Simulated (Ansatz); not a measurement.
# BCl2H3S: the cost of one run

Program: Ansatz 0.2.0. Level of theory: RKS PBE0-D4/6-31G*. These are calculated values, not measurements.

## 1. The structure to begin with

Bond lengths: B1–Cl2 2.210 Å, B1–H3 1.190 Å, B1–Cl4 1.860 Å, B1–S5 2.190 Å, S5–H6 1.400 Å, Cl2–H7 1.343 Å, S5–H7 1.384 Å. Angles: B1–Cl2–H7 73.4°, Cl2–B1–H3 120.0°, Cl2–B1–Cl4 120.0°, Cl2–B1–S5 71.6°, H3–B1–Cl4 120.0°, H3–B1–S5 105.6°, Cl4–B1–S5 92.7°, B1–S5–H6 109.5°, B1–S5–H7 73.5°, H6–S5–H7 160.8°, Cl2–H7–S5 141.5°.

As a file:

```xyz
7

B     0.0000    0.0000    0.0000
Cl    0.0000    0.0000    2.2100
H     1.0305    0.0000   -0.5950
Cl   -1.6108    0.0000   -0.9300
S    -0.2805   -2.0593    0.6906
H    -0.8397   -2.8254   -0.3392
H    -0.1737   -1.2753    1.8263
```

## 2. A restrained relaxation towards end A

Springs on the bonds that form and break draw the guess towards this end; the thresholds are loose.

input.yaml

```yaml
crystal:
  periodic: [false, false, false]
  atoms:
    - { symbol: B, position_ang: [0.0, 0.0, 0.0] }
    - { symbol: Cl, position_ang: [0.0, 0.0, 2.21] }
    - { symbol: H, position_ang: [1.0305, 0.0, -0.595] }
    - { symbol: Cl, position_ang: [-1.6108, 0.0, -0.93] }
    - { symbol: S, position_ang: [-0.2805, -2.0593, 0.6906] }
    - { symbol: H, position_ang: [-0.8397, -2.8254, -0.3392] }
    - { symbol: H, position_ang: [-0.1737, -1.2753, 1.8263] }
basis:
  gaussian: { orbitals: "6-31G*" }
hamiltonian:
  xc: pbe0
  dispersion: d4
relax:
  f_tol: 0.15
  max_steps: 25
  restrain:
    - { distance: [0, 4], at: 3.09, k: 30.0 }
    - { distance: [6, 1], at: 2.57, k: 30.0 }
    - { distance: [0, 1], at: 1.86, k: 30.0 }
    - { distance: [6, 4], at: 1.4, k: 30.0 }
```

The run is started by

```bash
$ ansatz run input.yaml --threads 1 --pin off --max-ram 2048MiB --backend cpu --events-out ev --progress --plain --runs-dir out
```

**Question.** How long does this run take on 1 thread of Intel Xeon 6975P-C (Granite Rapids), shared host, and how much memory does it need?

About 17 s, with a peak of 0.18 GiB.
